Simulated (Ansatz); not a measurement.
The system is ScTaN.

```
Ta Sc N
1.0
     3.08507    0.00000    0.00000
    -1.54253    2.67175    0.00000
     0.00000    0.00000   10.34014
Ta Sc N
2 2 2
Direct
  0.33333 0.66667 0.24563
  0.66667 0.33333 0.75437
  0.00000 0.00000 0.00000
  0.00000 0.00000 0.50000
  0.33333 0.66667 0.62984
  0.66667 0.33333 0.37016
```

The cell comes from a database or a generator and needn't be the stable form of this composition.

* Program: Ansatz 0.2.0
* Task: single point
* Functional: PBEsol
* Potentials or basis: Ansatz PAW
* Cutoff: 420 eV (not typed: the program's choice for these potentials)
* k mesh: 10 × 10 × 3
* Occupations: fermi-dirac, width 0.05 eV
* Spin: no spin polarisation

On this cell: pressure -6.6 GPa; largest force 0.330 eV/Å; band gap on the k mesh none (metal or under the smearing width).

The same run follows on a disturbed copy (atoms moved at random, drawn with an rms of 0.05 Å):

```
Ta Sc N
1.0
     3.08507    0.00000    0.00000
    -1.54253    2.67175    0.00000
     0.00000    0.00000   10.34014
Ta Sc N
2 2 2
Direct
  0.32860 0.65725 0.24890
  0.66965 0.33669 0.74720
  0.02118 0.99445 0.99675
  0.00434 0.98179 0.49880
  0.34592 0.68021 0.63276
  0.65755 0.31258 0.37255
```

Problem. What changes?

Solution. The energy (extrapolated to zero smearing) moves by +13.4 meV/atom; pressure -4.3 GPa; largest force 1.116 eV/Å; band gap on the k mesh none (metal or under the smearing width).

Forces on the atoms (eV/Å):
```
Ta   0.086 -0.164 -0.134
Ta   0.150  0.182  1.071
Sc  -0.168  0.015  0.135
Sc  -0.294  0.279  0.175
N    0.029 -0.591 -0.947
N    0.198  0.279 -0.300
```

Stress tensor (GPa, compression positive):
```
-4.47 -0.02 -0.09
-0.02 -4.03 -0.37
-0.09 -0.37 -4.41
```

Caveats: the PAW data sets come from PBE, with cores solved anew for the run's functional, which leaves a small shift of forces and pressure.
